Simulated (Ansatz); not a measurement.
I need the interaction energy of a dimer with the counterpoise correction of BrCl. Use Ansatz 0.2.0, Python API. Use (for the species named): r2SCAN, def2-SVPD basis, multiplicity 1.

```yaml
atoms:
  - { symbol: Cl, position_ang: [1.1174, 0.0000, 0.0000] }
  - { symbol: Br, position_ang: [-1.1174, 0.0000, 0.0000] }
```

The script, `dimer.py`:
```python
from dataclasses import dataclass

import ansatz
import numpy as np


@dataclass(frozen=True)
class Options:
    basis: str = "def2-SVPD"
    xc: str = "r2scan"


settings = Options()

FIRST = [
    ("Cl", (1.1174, 0.0, 0.0)),
    ("Br", (-1.1174, 0.0, 0.0)),
]
SECOND = [
    ("Cl", (-3.0926, -2.0525, -2.2659)),
    ("Br", (-1.1285, -2.9158, -1.6402)),
]

def energy(atoms, ghosts=()):
    molecule = ansatz.Crystal.molecule()
    for symbol, xyz in atoms:
        molecule = molecule.atom(symbol, xyz)
    calc = (
        molecule.calculation()
        .basis(gaussian=settings.basis)
        .functional(settings.xc)
    )
    deck = calc.input()
    if ghosts:
        deck = deck.set(ansatz.key.basis.gaussian.ghost_atoms, [{"symbol": s, "position_ang": list(xyz)} for s, xyz in ghosts])
    return ansatz.Session.from_dict(deck).plan().execute().report["free_energy_ev"]

direction = np.array([-0.5554, -0.6537, -0.514])
print("shift (A)   counterpoise-corrected interaction (kJ/mol)")
for shift in (-0.3, 0.0, 0.4, 1.0, 2.0):
    moved = [(s, tuple(np.round(np.array(xyz) + shift * direction, 4))) for s, xyz in SECOND]
    gain = energy(FIRST + moved) - energy(FIRST, moved) - energy(moved, FIRST)
    print(f"{shift:8.2f} {96.485332 * gain:14.3f}")
```

Output of `python dimer.py`:
```text
shift (A)   counterpoise-corrected interaction (kJ/mol)
   -0.30         22.890
    0.00          6.832
    0.40         -0.305
    1.00         -1.444
    2.00         -0.544
```

Reading the output:
- These settings explore the input space; basis and method may be short of convergence.
- The dimer is a generated trial pose of unrelaxed monomers, not a minimum, so the figure is no binding energy, and the basis set is small.
- This level lacks the dispersion part of the attraction (electrostatics and induction are there), which can decide the sign where the interaction is weak.
- Timing: 53 s on 1 thread of Intel(R) Xeon(R) 6975P-C (Granite Rapids), with other jobs on the host, peak memory 0.3 GiB.

(Lines on the test bed's own set-up are left out of the output.)
